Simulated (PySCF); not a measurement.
# C6H12N2SSi: excited states, part 2 of 2

PySCF 2.14.0. Atoms count from 0. Earlier steps stand in the parts before.

## 6. Excited states: TDA mPW1PW91/3-21G

What the job is given:

```
{"job": {"kind": "states", "xc": "mPW1PW91", "basis": "3-21G", "tda": true, "soc": true, "nstates": 6, "ntriplets": 6, "nquad": 4, "scf": {"guess": "atom"}}, "charge": 0, "multiplicity": 1}
C      4.169748    -0.056133    -0.825565
C      2.812877    -0.080309    -0.238762
N      2.554365    -0.260382     1.005809
N      1.262394    -0.243512     1.302163
C      0.479041    -0.051047     0.304025
Si    -1.411183     0.027008     0.387442
C     -1.925792     1.740336    -0.272725
C     -2.073581    -1.350329    -0.752950
C     -1.929142    -0.229063     2.195051
S      1.362857     0.139717    -1.205338
H      4.355889     0.901916    -1.309284
H      4.271374    -0.839215    -1.575911
H      4.900948    -0.212356    -0.037091
H     -3.004505     1.859285    -0.248852
H     -1.493880     2.539651     0.322725
H     -1.602046     1.883349    -1.299941
H     -1.751071    -1.204123    -1.780129
H     -3.158885    -1.371240    -0.749262
H     -1.725468    -2.328936    -0.434877
H     -1.586832    -1.188450     2.568662
H     -1.508260     0.538711     2.835767
H     -3.009261    -0.195491     2.297897
```

Level: TDA mPW1PW91/3-21G excited states, vertical, gas phase, spin-orbit mean-field couplings.

What it wrote:

```text
final grid: 177368 points
cycle   1  E = -1027.2293684494  dE =  3.017e+00  |g| = 1.226e+00  |ddm| = 5.063e+00
cycle   2  E = -1026.9473326419  dE =  2.820e-01  |g| = 1.555e+00  |ddm| = 3.186e+00
cycle   3  E = -1027.5077464505  dE = -5.604e-01  |g| = 5.836e-01  |ddm| = 2.714e+00
cycle   4  E = -1027.5958708338  dE = -8.812e-02  |g| = 5.636e-02  |ddm| = 7.238e-01
cycle   5  E = -1027.5964509833  dE = -5.801e-04  |g| = 2.500e-02  |ddm| = 8.808e-02
cycle   6  E = -1027.5966058042  dE = -1.548e-04  |g| = 1.062e-02  |ddm| = 4.195e-02
cycle   7  E = -1027.5966339721  dE = -2.817e-05  |g| = 1.948e-03  |ddm| = 1.346e-02
cycle   8  E = -1027.5966349297  dE = -9.577e-07  |g| = 7.218e-04  |ddm| = 3.391e-03
cycle   9  E = -1027.5966350806  dE = -1.508e-07  |g| = 1.880e-04  |ddm| = 1.503e-03
cycle  10  E = -1027.5966350920  dE = -1.143e-08  |g| = 4.049e-05  |ddm| = 3.783e-04
cycle  11  E = -1027.5966350924  dE = -4.397e-10  |g| = 1.878e-05  |ddm| = 8.026e-05
converged SCF energy = -1027.5966350924

Singlet excitations
state   eV       nm        f     d(h-e)  d(exc)  Lambda  PR(NTO)  |dmu|/D   mu/D   main configurations
  1   4.4241   280.2   0.00007   1.110   2.675   0.502   1.007    1.948    0.762   H->L 0.99
  2   5.6293   220.2   0.00451   0.577   2.783   0.524   1.011    1.013    1.850   H-2->L 0.98
  3   6.2112   199.6   0.00025   0.493   2.777   0.650   1.981    1.198    1.522   H-3->L 0.55, H->L+1 0.43
  4   6.4074   193.5   0.34016   0.661   3.273   0.788   1.126    2.474    4.148   H-1->L 0.89
  5   6.6753   185.7   0.01064   0.429   2.437   0.579   1.195                     H->L+2 0.90
  6   6.8947   179.8   0.00828   3.175   4.203   0.213   1.006                     H-4->L 0.98

Triplet excitations (Tamm-Dancoff)
state   eV     d(h-e)  d(exc)  Lambda  PR(NTO)   main configurations
  1   3.8428   1.091   2.572   0.502   1.052   H->L 0.96
  2   4.2848   0.410   2.510   0.793   1.063   H-1->L 0.91
  3   4.9136   0.614   2.327   0.550   1.906   H-2->L 0.53, H->L+2 0.43
  4   5.2898   0.427   2.554   0.685   1.112   H-3->L 0.91
  5   5.7986   0.374   2.732   0.555   1.991   H->L+2 0.50, H-2->L 0.46
  6   5.8245   1.594   2.930   0.607   1.145   H->L+1 0.92
S1 - T1 = 0.5814 eV

Spin-orbit couplings |<S|Hso|T>| (cm-1)
             T1       T2       T3       T4       T5       T6
S0       42.337    0.343   69.228    1.047   23.772    7.330
S1        1.000   11.132   14.834   41.355   16.245   55.699
S2       20.960    9.628    2.714   65.865    3.067   17.296
S3       69.649    0.016   31.454    0.030   45.714    0.122
S4        8.975    0.073    3.780    1.675    6.019    7.672
S5        1.909   12.856    2.602    2.834    1.149    8.992
S6        6.934    5.789    1.957   16.586    4.630    3.597
T1 sublevels (cm-1): 0.000 0.022 0.118   radiative rates (1/s): 1.79 19.8 456
```

Run time: 29 s. Hardware: 1 thread of Arm Neoverse V2, shared host; peak memory 0.68 GiB.

From this job:

```csv
quantity,value
S1 less T1,0.58 eV
```

## 7. Excited states: TDA B3LYP/STO-3G

The job, as its differences from that of step 6:

```diff
@@ -1,2 +1,2 @@
-{"job": {"kind": "states", "xc": "mPW1PW91", "basis": "3-21G", "tda": true, "soc": true, "nstates": 6, "ntriplets": 6, "nquad": 4, "scf": {"guess": "atom"}}, "charge": 0, "multiplicity": 1}
+{"job": {"kind": "states", "xc": "B3LYP", "basis": "STO-3G", "tda": true, "soc": true, "nstates": 6, "ntriplets": 6, "nquad": 4, "frozen_core": false}, "charge": 0, "multiplicity": 1}
 C      4.169748    -0.056133    -0.825565
```

Level: TDA B3LYP/STO-3G excited states, vertical, gas phase, spin-orbit mean-field couplings.

What it wrote:

```text
coarse grid: 19328 points
cycle   1  E = -1021.0202366255  dE =  1.089e+00  |g| = 5.281e-01  |ddm| = 6.179e+00
cycle   2  E = -1020.8660386522  dE =  1.542e-01  |g| = 9.147e-01  |ddm| = 1.905e+00
cycle   3  E = -1021.1046990722  dE = -2.387e-01  |g| = 1.689e-01  |ddm| = 1.354e+00
cycle   4  E = -1021.1138363579  dE = -9.137e-03  |g| = 4.411e-02  |ddm| = 3.188e-01
cycle   5  E = -1021.1144345618  dE = -5.982e-04  |g| = 1.977e-02  |ddm| = 9.197e-02
cycle   6  E = -1021.1145618515  dE = -1.273e-04  |g| = 3.055e-03  |ddm| = 2.980e-02
cycle   7  E = -1021.1145640963  dE = -2.245e-06  |g| = 1.433e-03  |ddm| = 5.804e-03
final grid: 177368 points
cycle   8  E = -1021.0712193505  dE = -6.378e-06  |g| = 4.666e-03  |ddm| = 1.458e-02
cycle   9  E = -1021.0712155354  dE =  3.815e-06  |g| = 5.773e-03  |ddm| = 1.408e-02
cycle  10  E = -1021.0712255215  dE = -9.986e-06  |g| = 1.585e-03  |ddm| = 9.458e-03
cycle  11  E = -1021.0712263257  dE = -8.042e-07  |g| = 1.418e-04  |ddm| = 2.251e-03
cycle  12  E = -1021.0712263305  dE = -4.783e-09  |g| = 6.761e-05  |ddm| = 2.578e-04
cycle  13  E = -1021.0712263319  dE = -1.372e-09  |g| = 1.805e-05  |ddm| = 1.108e-04
cycle  14  E = -1021.0712263320  dE = -1.012e-10  |g| = 5.535e-06  |ddm| = 3.122e-05
converged SCF energy = -1021.0712263320

Singlet excitations
state   eV       nm        f     d(h-e)  d(exc)  Lambda  PR(NTO)  |dmu|/D   mu/D   main configurations
  1   4.4743   277.1   0.00001   1.116   2.460   0.505   1.005    2.055    1.447   H->L 0.99
  2   5.7316   216.3   0.00300   0.636   2.528   0.497   1.002    1.099    2.467   H-1->L 1.00
  3   6.8775   180.3   0.01367   0.025   2.387   0.700   1.708    0.428    3.020   H-3->L 0.67, H->L+2 0.23
  4   7.0248   176.5   0.02182   0.320   2.100   0.602   1.030    1.030    2.432   H->L+1 0.98
  5   7.4525   166.4   0.34233   0.339   2.815   0.850   1.201                     H-2->L 0.81
  6   8.0505   154.0   0.00009   0.157   2.322   0.541   1.050                     H-1->L+1 0.97

Triplet excitations (Tamm-Dancoff)
state   eV     d(h-e)  d(exc)  Lambda  PR(NTO)   main configurations
  1   3.8551   1.122   2.373   0.506   1.049   H->L 0.97
  2   4.6796   0.389   2.252   0.882   1.067   H-2->L 0.90
  3   5.0234   0.605   2.100   0.539   1.921   H-1->L 0.59, H->L+1 0.40
  4   5.3468   0.549   2.312   0.736   1.018   H-3->L 0.94
  5   5.9878   0.402   2.449   0.558   1.949   H->L+1 0.58, H-1->L 0.41
  6   6.8068   0.251   2.004   0.799   1.422   H-2->L+1 0.76, H-8->L 0.09
S1 - T1 = 0.6192 eV

Spin-orbit couplings |<S|Hso|T>| (cm-1)
             T1       T2       T3       T4       T5       T6
S0       38.833    0.963   67.857    0.193   23.581    0.903
S1        0.181    9.439   14.617   43.436   15.338   25.081
S2       19.583    7.297    0.856   64.324    1.298   17.895
S3       72.519    0.266   41.510    0.025   47.532    0.023
S4        0.837    6.102    1.382    2.762    0.816    4.672
S5        5.287    0.048    1.044    0.550   11.724    1.225
S6        0.419    0.433    9.444    2.474   14.029    6.035
T1 sublevels (cm-1): 0.000 0.005 0.022   radiative rates (1/s): 55.1 1.95 141
```

Wall time 16 s (1 thread of Arm Neoverse V2, shared host); peak memory 0.85 GiB.

In short:

```csv
quantity,value
S1 less T1,0.62 eV
```

## 8. Summary of results

This closing draws on all 2 parts.

| quantity | value |
| --- | --- |
| S1 less T1 (step 2, TDA B3LYP/def2-SVP) | 0.49 eV |
| potential on the surface of density 0.002 e/bohr³, 1st and 99th percentile | -1.86 V and 0.91 V |
| S1 less T1 (step 3, TDA HF/def2-SVP) | 2.27 eV |
| S1 less T1 (step 4, TDA B3LYP/6-31G) | 0.52 eV |
| S1 less T1 (step 5, TDA B3LYP/6-31+G*) | 0.47 eV |
| S1 less T1 (step 6, TDA mPW1PW91/3-21G) | 0.58 eV |
| S1 less T1 (step 7, TDA B3LYP/STO-3G) | 0.62 eV |

What this shows: In step 2, the number of triplets below S1 is 2, and the largest singlet-triplet spin-orbit coupling is S0–T3, 76.34 cm⁻¹. By nearest atom (B3LYP/def2-SVP), the HOMO sits on N3 43 %; N2 33 % and the LUMO on C1, C4 about 24 % each; S9 19 %. In step 3, the number of triplets below S1 is 4, and the largest singlet-triplet spin-orbit coupling is S0–T6, 133.54 cm⁻¹. In step 4, the number of triplets below S1 is 2, and the largest singlet-triplet spin-orbit coupling is S0–T3, 76.13 cm⁻¹. In step 5, the number of triplets below S1 is 2, and the largest singlet-triplet spin-orbit coupling is S0–T3, 75.25 cm⁻¹. In step 6, the number of triplets below S1 is 2, and the largest singlet-triplet spin-orbit coupling is S3–T1, 69.65 cm⁻¹. In step 7, the number of triplets below S1 is 1, and the largest singlet-triplet spin-orbit coupling is S3–T1, 72.52 cm⁻¹.
